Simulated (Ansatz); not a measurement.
Working through a phonon calculation by linear response of HgTe, space group I-4m2

Computed with Ansatz's Python interface.

At the Python prompt:
```pycon
>>> from pathlib import Path
>>> import ansatz
>>> from ase import Atoms
>>> import numpy as np
>>> config = {
...     "xc": "pbesol",
...     "scf_tol": 1e-09,
...     "ecut": 470,
...     "smearing": "Marzari-Vanderbilt",
...     "kmesh": (6, 6, 6),
... }
>>> atoms = Atoms(
...     ["Hg", "Te"],
...     scaled_positions=[
...         (0.25, 0.75, 0.5),
...         (0.0, 0.0, 0.0),
...     ],
...     cell=[
...         (-3.0456, 3.0456, 1.55941),
...         (3.0456, -3.0456, 1.55941),
...         (3.0456, 3.0456, -1.55941),
...     ],
...     pbc=True,
... )
>>> hgte = ansatz.Crystal.from_ase(atoms)
>>> len(hgte.resolved().sites)
2
>>> calculation = (
...     hgte.calculation()
...     .functional(config["xc"])
...     .scf(tolerance=config["scf_tol"])
...     .basis(config["ecut"])
...     .occupations(config["smearing"])  # fractional filling near the Fermi level
...     .kpoints(*config["kmesh"])
...     .phonons("dfpt")
... )
>>> result = calculation.run(threads=1, runs_dir="runs")
>>> ph = result.phonons
>>> print("Gamma modes (1/cm):", " ".join(f"{w:.1f}" for w in ph.gamma_omega_inv_cm))
Gamma modes (1/cm): -15.8 0.0 0.0 0.0 75.3 75.3
>>> print("in meV:", " ".join(f"{w * 0.1239842:.2f}" for w in ph.gamma_omega_inv_cm))
in meV: -1.95 0.00 0.00 0.00 9.34 9.34
```

Notes:
- The cell isn't relaxed first, so the values belong to this volume.
- For a metal this k-point mesh is coarse: on a finer one energies can move by several to tens of meV an atom and pressures by half a GPa or more, differences at one mesh by less.
- A negative frequency stands for an imaginary mode.
- Spin-orbit coupling, which matters for elements this heavy, is left out.
- No non-analytic term is added, so at the zone centre the longitudinal optical modes of a polar crystal aren't split off.
- The structure comes from a database of computed cells and needn't be a stable or known phase.
- The structure is taken as given; imaginary modes can come from an unrelaxed or unstable start.
- Finished in 49 s on 1 thread of Arm Neoverse V2, with other jobs on the host, peak memory 0.61 GiB.
